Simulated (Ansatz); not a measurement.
This script makes an equation of state with a fit of YAu2, space group I4/mmm with the Ansatz DFT code, driven from Python.

`eos_yau2.py`
```python
# -*- coding: utf-8 -*-
"""Energy against volume for YAu2, with a fit."""

import ansatz
import numpy as np

VECTORS = np.array([
    [-1.861408, 1.861408, 4.51562],
    [1.861408, -1.861408, 4.51562],
    [1.861408, 1.861408, -4.51562],
])
SITES = [
    ("Y", (0.0, 0.0, 0.0)),
    ("Au", (0.665147, 0.665147, 0.0)),
    ("Au", (0.334853, 0.334853, 0.0)),
]


def crystal_on(cell):
    crystal = ansatz.Crystal(lattice=ansatz.Lattice.of(cell))
    for symbol, position in SITES:
        crystal = crystal.atom(symbol, position)
    return crystal

# uniform scaling of the cell
volumes, energies = [], []
for scale in np.linspace(0.92, 1.08, 7):
    cell = VECTORS * scale ** (1 / 3)
    model = (
        crystal_on(cell).calculation()
        .functional(ansatz.Functional.PBESOL)
        .basis(450)
        .occupations(ansatz.OccupationsMethod.GAUSSIAN, width=0.15)
        .kpoints(11, 11, 11)
    )
    rep = model.run(threads=1, backend="cpu").report
    volumes.append(abs(np.linalg.det(cell)) / len(SITES))
    energies.append(rep["free_energy_ev"] / len(SITES))
    print(f"V = {volumes[-1]:8.4f} A^3/atom  F = {energies[-1]:.5f} eV/atom")

# third-order Birch-Murnaghan: a cubic in V^(-2/3)
x = np.array(volumes) ** (-2 / 3)
poly = np.polynomial.Polynomial.fit(x, energies, 3).convert()
roots = poly.deriv().roots()
x0 = min((r.real for r in roots if abs(r.imag) < 1e-9 and poly.deriv(2)(r.real) > 0), key=lambda r: abs(r - x.mean()))
v0 = x0 ** -1.5
b0 = 4 / 9 * poly.deriv(2)(x0) * v0 ** (-7 / 3) * 160.21766
b1 = 4 + 2 / 3 * x0 * poly.deriv(3)(x0) / poly.deriv(2)(x0)
print(f"V0 = {v0:.4f} A^3/atom, B0 = {b0:.1f} GPa, dB/dP = {b1:.2f}")
```

Its results, one of them left out:

| V (Å³/atom) | F less the lowest row shown (meV/atom) |
| --- | --- |
| 19.192 | 20.66 |
| 19.749 | 3.89 |
| 20.305 | 0.00 |
| 20.861 | 7.02 |
| 21.417 | 23.28 |
| 21.974 | 47.37 |
| 22.530 | ? |

What is the missing energy at 22.530 Å³ an atom?

A third-order Birch-Murnaghan fit, E = E0 + (9 V0 B0 / 16) [(t - 1)³ B' + (t - 1)² (6 - 4t)] with t = (V0/V)^(2/3), through the 6 rows shown gives V0 = 20.211 Å³, B0 = 117.1 GPa, B' = 5.01 and E0 = -0.16 meV. At V = 22.530 Å³, t = 0.93014, and the fit extrapolates to 78.09 meV. The run gave 78.07 meV, a miss of 0.02 meV.

Reading the output:
- Shape and fractional positions are held along the curve, so the bulk modulus is an upper value where they are free to relax, by a factor of two or more in layered or hydrogen-bonded cells.
- Spin-orbit coupling, which matters for elements this heavy, is left out.
- This cell is a computed structure, which may not be the phase found in nature.
- Finished in 54 s on 1 thread of Arm Neoverse V2, with other jobs on the host, peak memory 0.54 GiB.
